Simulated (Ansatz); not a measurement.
# SnCl₃F: one species, many methods

One table from this session's results is given with a row withheld; the runs are named, their logs left out.

The runs use Ansatz 0.2.0, Gaussian basis; functionals in def2-TZVPP, the program's frozen cores in correlated methods.

The runs, in order: LDA (SPW92), PBE-D4, revPBE-D4, BLYP-D4, r2SCAN-D4, B97M-V, PBE0-D4, B3LYP-D4, r2SCANh-D4, r2SCAN0-D4, HSE06-D4, BHLYP-D4, CAM-B3LYP-D4, LC-ωPBE, ωB97X-V, ωB97M-V, B2PLYP, PBE-QIDH; CCSD(T)/def2-SVP; CCSD(T)/def2-TZVPP; MP2/def2-QZVPP; extrapolation to the limit; RPA on PBE.

### Structure used throughout

An earlier PBE0-D4 in a triple-zeta def2 set relaxation fixed the geometry. Sn takes the def2 core potential; no spin-orbit term is included.

SMILES `[F][Sn]([Cl])([Cl])[Cl]`, 5 atoms, charge 0, spin multiplicity 1.

Atoms are counted from 1 here; the program's logs count them from 0.

Bond lengths: F1–Sn2 1.892 Å, Sn2–Cl3 2.279 Å, Sn2–Cl4 2.279 Å, Sn2–Cl5 2.279 Å. Angles: F1–Sn2–Cl3 107.4°, F1–Sn2–Cl4 107.4°, F1–Sn2–Cl5 107.4°, Cl3–Sn2–Cl4 111.5°, Cl3–Sn2–Cl5 111.5°, Cl4–Sn2–Cl5 111.5°.

The first run:

Input file in.yaml:

```yaml
crystal:
  periodic: [false, false, false]
  atoms:
    - {symbol: F, position_ang: [-0.364536, -0.145826, 1.880971]}
    - {symbol: Sn, position_ang: [-0.005628, -0.002255, 0.029110]}
    - {symbol: Cl, position_ang: [1.736354, -1.396310, -0.436180]}
    - {symbol: Cl, position_ang: [-1.895457, -0.628132, -1.080452]}
    - {symbol: Cl, position_ang: [0.529258, 2.172523, -0.393458]}
basis:
  gaussian: {orbitals: def2-TZVPP}
hamiltonian: {xc: lda}
output: {orbitals: {seedname: orbitals}}
```

Steps of the session up to this table: LDA; PBE-D4 (GGA); revPBE-D4 (GGA); BLYP-D4 (GGA); r2SCAN-D4 (meta-GGA); B97M-V (meta-GGA); PBE0-D4 (hybrid); B3LYP-D4 (hybrid); r2SCANh-D4 (hybrid); r2SCAN0-D4 (hybrid); HSE06-D4 (hybrid); BHLYP-D4 (hybrid); CAM-B3LYP-D4 (range-separated); LC-ωPBE-D4 (range-separated; the results give it without D4); ωB97X-V (range-separated); ωB97M-V (range-separated); B2PLYP (double hybrid); PBE-QIDH (double hybrid).

One table of the session follows, with a row left open; its other results are not shown here.

It belongs to the step «Orbital energies across the functionals». 

```
  functional  HOMO (eV)  LUMO (eV)  gap (eV)
 LDA (SPW92)      -8.62      -4.45      4.17
      PBE-D4      -8.46      -4.11      4.35
   revPBE-D4      -8.40      -3.99      4.41
     BLYP-D4          ?          ?         ?
   r2SCAN-D4      -8.87      -3.95      4.92
      B97M-V      -8.94      -3.83      5.11
     PBE0-D4      -9.95      -3.21      6.74
    B3LYP-D4      -9.64      -3.51      6.13
  r2SCANh-D4      -9.41      -3.62      5.79
  r2SCAN0-D4     -10.21      -3.11      7.10
    HSE06-D4      -9.54      -3.58      5.96
    BHLYP-D4     -11.25      -2.22      9.04
CAM-B3LYP-D4     -11.33      -2.20      9.13
     LC-ωPBE     -12.82      -0.93     11.89
     ωB97X-V     -12.40      -1.04     11.37
     ωB97M-V     -12.22      -1.11     11.11
```

Q: Estimate the row for BLYP-D4 from the others.

Worked estimate for «HOMO (eV)». Against the share of exact exchange, B3LYP-D4 (0.2, -9.64), BHLYP-D4 (0.5, -11.25) give a slope of -5.37 per unit share; at 0 the line stands at -8.57.

**Answer.** HOMO (eV): -8.28; LUMO (eV): -4.04; gap (eV): 4.24. In «HOMO (eV)» the line misses by -0.29.
